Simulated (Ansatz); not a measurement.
# GaSiH₅: functionals against CCSD(T) at one geometry

The task here is to estimate one member of a computed series from the others.

Computed with Ansatz 0.2.0, Gaussian basis. Level: single points in def2-TZVPP.

Cores are frozen in the correlated methods. Filled d shells of the heavier atoms are correlated. B3LYP uses VWN-RPA correlation.

## Where the work starts

7 atoms, charge 0, spin multiplicity 1.

Atoms are counted from 1 here; the program's logs count them from 0.

Bond lengths: Ga1–Si2 2.746 Å, Ga1–H4 1.915 Å, Si2–H5 1.511 Å, Si2–H6 1.462 Å, Si2–H7 1.461 Å. Angles: Si2–Ga1–H4 99.1°, Ga1–Si2–H5 86.4°, Ga1–Si2–H6 88.5°, Ga1–Si2–H7 153.6°, H5–Si2–H6 107.9°, H5–Si2–H7 106.8°, H6–Si2–H7 108.1°.

As a file:

```csv
atom,x (Å),y (Å),z (Å)
Ga1,-0.9959,-0.5942,1.5487
Si2,0.6927,0.4258,-0.3609
H3,-0.8600,-0.5575,-0.4817
H4,-2.3152,-1.3732,0.4003
H5,1.8072,-0.2576,0.3964
H6,0.4943,1.7491,0.2271
H7,1.1618,0.6034,-1.7327
```

Set-up of the first run:

Input file run/in.yaml:

```yaml
crystal:
  periodic: [false, false, false]
  atoms:
    - {symbol: Ga, position_ang: [-0.995900, -0.594200, 1.548700]}
    - {symbol: Si, position_ang: [0.692700, 0.425800, -0.360900]}
    - {symbol: H, position_ang: [-0.860000, -0.557500, -0.481700]}
    - {symbol: H, position_ang: [-2.315200, -1.373200, 0.400300]}
    - {symbol: H, position_ang: [1.807200, -0.257600, 0.396400]}
    - {symbol: H, position_ang: [0.494300, 1.749100, 0.227100]}
    - {symbol: H, position_ang: [1.161800, 0.603400, -1.732700]}
basis:
  gaussian: {orbitals: def2-TZVPP}
correlation: {method: ccsd_t}
output: {forces: true}
```

No record of the launch command was kept for these runs.

Among the steps run: CCSD(T)/def2-TZVPP; PBE0-D4/def2-TZVPP; wB97M-V/def2-TZVPP; r2SCAN-D4/def2-TZVPP; PBE-D4/def2-TZVPP; B3LYP-D4/def2-TZVPP; SPW92/def2-TZVPP.

One of the session's tables, all rows but one given; the rest of the session is left out.

| method | RMS force component (eV/Å) | angle to CCSD(T) forces (°) | dipole (D) |
| --- | --- | --- | --- |
| CCSD(T) | 0.761 | reference | 1.36 |
| PBE0-D4 | 0.685 | 7.1 | 1.34 |
| wB97M-V | 0.760 | 3.0 | 1.51 |
| r2SCAN-D4 | 0.700 | 8.5 | 1.33 |
| PBE-D4 | ? | ? | ? |
| B3LYP-D4 | 0.646 | 11.8 | 1.44 |
| SPW92 | 0.688 | 18.1 | 1.19 |

Estimate the missing values for PBE-D4.

**Answer.** RMS force component (eV/Å): 0.624; angle to CCSD(T) forces (°): 15.3; dipole (D): 1.26. In the column «RMS force component (eV/Å)» it is the lowest.
